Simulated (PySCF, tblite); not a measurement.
# C₅H₁₆N₂Si: geometry, infrared bands and NMR shifts

Wanted: the infrared bands and NMR shifts of C₅H₁₆N₂Si (`CCCN(C)N(C)[SiH3]`), by calculation.

The runs use tblite 0.8.0 and PySCF 2.14.0, with density-fitted response routines of our own; the level of theory stands in each step. All values are computed, except where a source is named. Atoms count from 0, in the outputs and in this text.

### 1 The molecule as given

24 atoms, charge 0, multiplicity 1; geometry from: force field or distance geometry start.

Bonds of the start (Å): C0–C1 1.54, C1–C2 1.53, C2–N3 1.49, N3–C4 1.47, N3–N5 1.48, N5–C6 1.46, N5–Si7 1.72, C0–H8 1.10, C0–H9 1.09, C0–H10 1.09, C1–H11 1.08, C1–H12 1.11, C2–H13 1.09, C2–H14 1.09, C4–H15 1.10, C4–H16 1.10, C4–H17 1.10, C6–H18 1.10, C6–H19 1.10, C6–H20 1.11, Si7–H21 1.48, Si7–H22 1.49, Si7–H23 1.50.

### 2 Geometry optimisation with GFN2-xTB

Job settings and geometry (Å):

```
{"job": {"kind": "relax", "xc": "GFN2-xTB", "basis": "xTB"}, "charge": 0, "multiplicity": 1}
C      3.268800     0.113100     0.244500
C      1.832700     0.537200    -0.108200
C      0.931300    -0.692300    -0.250500
N     -0.442400    -0.318100    -0.690600
C     -1.207800    -1.506900    -1.095300
N     -1.139600     0.499900     0.325600
C     -1.685800    -0.261100     1.444900
Si    -1.897400     1.897600    -0.329300
H      3.293400    -0.444700     1.188300
H      3.893600     0.997800     0.358100
H      3.682700    -0.517100    -0.543000
H      1.846900     1.108500    -1.028000
H      1.464200     1.195600     0.703800
H      0.915000    -1.272300     0.672400
H      1.363300    -1.327500    -1.019400
H     -1.278000    -2.265100    -0.305200
H     -2.220000    -1.229300    -1.411000
H     -0.730800    -1.972600    -1.974600
H     -2.603700    -0.794900     1.177100
H     -0.966300    -0.989000     1.855100
H     -1.936600     0.409700     2.287900
H     -0.948100     2.656800    -1.175200
H     -2.359800     2.748200     0.806500
H     -3.087400     1.446300    -1.126300
```

Run with:

```sh
OMP_NUM_THREADS=1 python probes_run.py task.json out
```

The driver reads the jobs from task.json and runs them one after another.

**Question.** This job is followed by: GFN2-xTB harmonic vibrations, gas phase; GIAO PBE0/pcSseg-1 NMR shielding, non-relativistic, gas phase. What will the session give for the following? strongest single infrared mode (GFN2-xTB); zero-point energy (GFN2-xTB); 13C shifts against TMS (PBE0/pcSseg-1); 1H shifts against TMS (PBE0/pcSseg-1, means over atoms taken as alike); 15N shifts against NH3 (PBE0/pcSseg-1); 29Si shifts against TMS (PBE0/pcSseg-1).

As calculated:

```
                                                              quantity                                   value
                             strongest single infrared mode (GFN2-xTB)                   2142 cm⁻¹, 397 km/mol
                                          zero-point energy (GFN2-xTB)                          127.7 kcal/mol
                                13C shifts against TMS (PBE0/pcSseg-1)        57.6, 43.5, 25.2, 23.4, 13.8 ppm
1H shifts against TMS (PBE0/pcSseg-1, means over atoms taken as alike)  4.67, 2.60, 2.40, 2.37, 1.63, 0.98 ppm
                                15N shifts against NH3 (PBE0/pcSseg-1)                          89.6, 65.4 ppm
                               29Si shifts against TMS (PBE0/pcSseg-1)                               -48.3 ppm
```

In words: Over 117 steps the energy fell by 0.254 eV; of the close pairs, N3–N5 changed most, 1.479 to 1.408 Å. No mode is imaginary among the 66: a minimum at this level. The strongest single mode, at 2142 cm⁻¹, moves mainly H23. Unscaled tight-binding wavenumbers are off by several per cent, some by more. Its intensities can rank the bands wrongly. The most deshielded carbon is C2 (sp3 CH2 bonded to N), at 57.6 ppm: pulled downfield by the heteroatom. At PBE0/pcSseg-1: Shielding is most anisotropic at Si7 (span 144 ppm, paramagnetic term -485 ppm).
